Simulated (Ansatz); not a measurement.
# CH5AlOS: one species, many methods

The task here is to estimate one member of a computed series from the others.

The runs use Ansatz 0.2.0, Gaussian basis; functionals in def2-TZVPP, the program's frozen cores in correlated methods.

The runs, in order: LDA (SPW92), PBE-D4, revPBE-D4, BLYP-D4, r2SCAN-D4, B97M-V, PBE0-D4, B3LYP-D4, r2SCANh-D4, r2SCAN0-D4, HSE06-D4, BHLYP-D4, CAM-B3LYP-D4, LC-ωPBE, ωB97X-V, ωB97M-V, B2PLYP, PBE-QIDH; CCSD(T)/def2-SVP; CCSD(T)/def2-TZVPP; MP2/def2-QZVPP; extrapolation to the limit; RPA on PBE.

**The relaxed structure**

The geometry comes from an earlier relaxation with PBE0-D4 in a triple-zeta def2 set; it is a stationary point, not always the lowest conformer.

SMILES `[OH][AlH][CH2]S`, 9 atoms, charge 0, spin multiplicity 1.

Atoms are counted from 1 here; the program's logs count them from 0.

Bond lengths: O1–Al2 1.692 Å, O1–H5 0.957 Å, Al2–C3 1.965 Å, Al2–H6 1.577 Å, C3–S4 1.801 Å, C3–H7 1.095 Å, C3–H8 1.095 Å, S4–H9 1.345 Å. Angles: Al2–O1–H5 123.5°, O1–Al2–C3 120.8°, O1–Al2–H6 117.3°, C3–Al2–H6 121.9°, Al2–C3–S4 109.9°, Al2–C3–H7 108.9°, Al2–C3–H8 108.8°, S4–C3–H7 110.9°, S4–C3–H8 110.9°, H7–C3–H8 107.4°, C3–S4–H9 99.9°.

As a file:

```xyz
9
charge 0, multiplicity 1
O    -0.46744    2.21824   -0.26529
Al   -0.13286    0.98737    0.84589
C     0.20024   -0.85272    0.24129
S     0.10204   -0.93367   -1.55540
H    -0.50897    2.07874   -1.21074
H    -0.10222    1.38139    2.37248
H     1.18769   -1.16816    0.59328
H    -0.53928   -1.51505    0.70286
H     0.34919   -2.24244   -1.74147
```

Set-up of the first run:

Contents of in.yaml:

```yaml
crystal:
  periodic: [false, false, false]
  atoms:
    - {symbol: O, position_ang: [-0.467436, 2.218240, -0.265292]}
    - {symbol: Al, position_ang: [-0.132858, 0.987370, 0.845889]}
    - {symbol: C, position_ang: [0.200242, -0.852724, 0.241286]}
    - {symbol: S, position_ang: [0.102044, -0.933671, -1.555398]}
    - {symbol: H, position_ang: [-0.508968, 2.078742, -1.210738]}
    - {symbol: H, position_ang: [-0.102215, 1.381388, 2.372482]}
    - {symbol: H, position_ang: [1.187688, -1.168156, 0.593283]}
    - {symbol: H, position_ang: [-0.539284, -1.515048, 0.702857]}
    - {symbol: H, position_ang: [0.349186, -2.242440, -1.741469]}
basis:
  gaussian: {orbitals: def2-TZVPP}
hamiltonian: {xc: lda}
output: {orbitals: {seedname: orbitals}}
```

On the command line:

```bash
ansatz run in.yaml --threads 2 --pin off --events-out ev --progress --plain --max-ram 4352MiB
```

Steps of the session up to this table: LDA; PBE-D4 (GGA); revPBE-D4 (GGA); BLYP-D4 (GGA); r2SCAN-D4 (meta-GGA); B97M-V (meta-GGA); PBE0-D4 (hybrid); B3LYP-D4 (hybrid); r2SCANh-D4 (hybrid); r2SCAN0-D4 (hybrid); HSE06-D4 (hybrid); BHLYP-D4 (hybrid); CAM-B3LYP-D4 (range-separated); LC-ωPBE (range-separated); ωB97X-V (range-separated); ωB97M-V (range-separated); B2PLYP (double hybrid); PBE-QIDH (double hybrid).

One of the session's tables, all rows but one given; the rest of the session is left out.

It belongs to the step «Orbital energies across the functionals». 

| functional | HOMO (eV) | gap (eV) |
| --- | --- | --- |
| LDA (SPW92) | ? | ? |
| PBE-D4 | -5.63 | 4.18 |
| revPBE-D4 | -5.58 | 4.25 |
| BLYP-D4 | -5.48 | 4.12 |
| r2SCAN-D4 | -5.90 | 4.81 |
| B97M-V | -5.99 | 4.68 |
| PBE0-D4 | -6.89 | 6.22 |
| B3LYP-D4 | -6.65 | 5.75 |
| r2SCANh-D4 | -6.36 | 5.53 |
| r2SCAN0-D4 | -7.06 | 6.61 |
| HSE06-D4 | -6.49 | 5.45 |
| BHLYP-D4 | -8.01 | 8.07 |
| CAM-B3LYP-D4 | -8.25 | 8.48 |
| LC-ωPBE | -9.69 | 11.04 |
| ωB97X-V | -9.31 | 10.52 |
| ωB97M-V | -9.14 | 10.04 |

Q: Estimate the row for LDA (SPW92) from the others.

As computed: HOMO (eV): -5.74; gap (eV): 4.05. In the column «HOMO (eV)» it lies between r2SCAN-D4 (-5.90) and PBE-D4 (-5.63).
